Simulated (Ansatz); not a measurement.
Fe2Pt, space group P-3m1: a convergence test of the plane-wave cutoff, run with Ansatz 0.2.0 through its Python package.

Script `ecut_fe2pt.py`:
```python
"""Convergence of Fe2Pt with the plane-wave cutoff."""

import argparse
import csv
import warnings

import ansatz

parser = argparse.ArgumentParser(description="Convergence of Fe2Pt with the plane-wave cutoff.")
parser.add_argument("--filling", required=True, help="how the bands are filled")
parser.add_argument("--k-length", type=int, default=32, help="k-point sampling")
args = parser.parse_args()

warnings.simplefilter("ignore", ansatz.DeckWarning)

lattice = ansatz.Lattice.of(
    (2.6176, 0.0, 0.0),
    (-1.3088, 2.266908, 0.0),
    (0.0, 0.0, 6.276851),
)
sites = [
    ("Fe", (1 / 3, 2 / 3, 0.64454)),
    ("Fe", (2 / 3, 1 / 3, 0.35546)),
    ("Pt", (0.0, 0.0, 0.0)),
]
structure = ansatz.Crystal(lattice=lattice)
for symbol, position in sites:
    structure = structure.atom(symbol, position)
structure = structure.moments(Fe=4.5)

model = (
    structure.calculation()
    .spin("collinear")
    .occupations(args.filling)
    .kpoints(length=args.k_length)
)

rows = []
for value in [250, 300, 350, 400, 450, 500]:
    summary = model.basis(value).run(threads=1).report
    rows.append((value, summary["free_energy_ev"] / len(summary["lattice"]["sites"]), summary["n_iterations"], summary["magnetization_mub"], summary["n_pw"]))

with open("ecut.csv", "w", newline="") as handle:
    writer = csv.writer(handle)
    writer.writerow(["cutoff (eV)", "F/atom (eV)", "iterations", "moment (muB)", "plane waves"])
    writer.writerows([round(v, 5) if isinstance(v, float) else v for v in row] for row in rows)

# differences from the last row
for row in rows[:-1]:
    shift = 1000 * (row[1] - rows[-1][1])
    print(f"{row[0]}: {shift:+.2f} meV/atom" + ("  (within 2 meV)" if abs(shift) < 2 else ""))
```

How fast does the energy converge with the cutoff (threshold 2 meV an atom)?

From 450 eV on it stays within 2 meV an atom of the value at 500 eV; the first row (250 eV) is off by 2401.7 meV and the last but one by 1.45 meV. The energy falls steadily, as expected when plane waves are added. The last run costs about 8.7 times the first.

The run itself:

Running `python ecut_fe2pt.py --filling Fermi-Dirac` prints:
```text
250: +2401.75 meV/atom
300: +295.22 meV/atom
350: +24.77 meV/atom
400: +3.10 meV/atom
450: +1.45 meV/atom  (within 2 meV)
```

`ecut.csv`, as written:
```csv
cutoff (eV),F/atom (eV),iterations,moment (muB),plane waves
250,-7158.85044,14,5.6514,335
300,-7160.95696,12,5.49918,437
350,-7161.22742,12,5.46117,535
400,-7161.24909,12,5.45558,699
450,-7161.25074,13,5.45643,831
500,-7161.25219,12,5.45722,947
```

Reading the output:
- Other magnetic orders than the one started from may lie lower.
- Spin-orbit coupling, which matters for elements this heavy, is left out.
- No functional is typed, so the default, PBE, holds.
- The structure comes from a database of computed cells and needn't be a stable or known phase.
- Shifts are counted from the last row, which is itself no proven limit.
- The script silences the warnings on its input, which a real study should read.
- Hardware and time: 7.3 min on 1 thread of Arm Neoverse V1, with other jobs on the host, peak memory 1.2 GiB.
